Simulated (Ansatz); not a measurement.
# Ta: an axial (c/a) deformation path

One table from this session's results is given with a row withheld; the runs are named, their logs left out.

This is Ta in the hcp structure; at room conditions it is bcc.

Program: Ansatz 0.2.0. Level of theory: DFT r2SCAN, scalar-relativistic, plane waves, PAW. These are calculated values, not measurements.

### The starting structure

The structure is hexagonal, space group P6_3/mmc (No. 194). The conventional cell has a = 2.900 Å, b = 2.900 Å, c = 5.166 Å, α = 90.00°, β = 90.00°, γ = 120.00°. Ta (site symmetry -6m2) has 12 Ta at 2.90 to 3.08 Å as nearest neighbours.

Structure file:

```cif
data_structure
_symmetry_space_group_name_H-M 'P6_3/mmc'
_symmetry_Int_Tables_number 194
_cell_length_a 2.9004
_cell_length_b 2.9004
_cell_length_c 5.1663
_cell_angle_alpha 90.000
_cell_angle_beta 90.000
_cell_angle_gamma 120.000
_cell_volume 37.64
loop_
_atom_site_label
_atom_site_type_symbol
_atom_site_symmetry_multiplicity
_atom_site_Wyckoff_symbol
_atom_site_fract_x
_atom_site_fract_y
_atom_site_fract_z
_atom_site_occupancy
Ta1 Ta 2 c 0.66667 0.33333 0.75000 1
```

It goes back to an entry of the Materials Project, which need not be the stable form.

The cell is taken as given, not relaxed at this level.

Set-up of the first run:

The input, input.yaml:

```yaml
crystal:
  lattice:
    - [2.9003720726, 0.0, 0.0]
    - [-1.4501860363, 2.5117958953, 0.0]
    - [0.0, 0.0, 5.166274]
  atoms:
    - { symbol: Ta, position: [0.6666666667, 0.3333333333, 0.75] }
    - { symbol: Ta, position: [0.3333333333, 0.6666666667, 0.25] }
basis:
  ecutwfc: 500
kpoints:
  mp_grid: { grid: [24, 24, 10] }
hamiltonian:
  xc: r2scan
scf:
  occupations: { method: gaussian, width: 0.15 }
output:
  forces: true
  stress: true
  eigenvalues: true
  write_density: true
  write_potential: true
  elf: true
  volumetric_format: npy
```

On the command line:

```
ansatz run input.yaml --threads 1 --pin off --max-ram 2560MiB --backend cpu --events-out ev --progress --plain --runs-dir out
```

Steps of the session up to this table: Zero of the scan; At ρ = 0.850; At ρ = 1.200; ρ = 0.920; Point ρ = 1.100; Point ρ = 0.960; ρ = 1.050; Point ρ = 0.800; Point ρ = 1.300.

One table of the session follows, with a row left open; its other results are not shown here.

It belongs to the step «The scan collected». The scan, with free energies counted from the undisturbed cell:

| ρ | ΔE (meV/atom) | pressure (GPa) |
| --- | --- | --- |
| 0.800 | 181.1 | -1.8 |
| 0.850 | 126.7 | -2.8 |
| 0.920 | 43.3 | -3.4 |
| 0.960 | 10.3 | -3.5 |
| 1.000 | 0.0 | -3.3 |
| 1.050 | 23.7 | -2.4 |
| 1.100 | ? | ? |
| 1.200 | 308.3 | 4.2 |
| 1.300 | 643.8 | 12.5 |

Estimate the missing values for ρ = 1.100.

Worked estimate for «ΔE (meV/atom)». A straight line through the neighbours (1.050, 23.7) and (1.200, 308.3) gives 23.7 + (308.3 − 23.7) × (1.100 − 1.050) / (1.200 − 1.050) = 118.6; a parabola fitted to 4 rows on both sides gives 89.7.

The run gave: ΔE (meV/atom): 85.2; pressure (GPa): -0.9. In «ΔE (meV/atom)» the line misses by +33.4 and the parabola by +4.5.
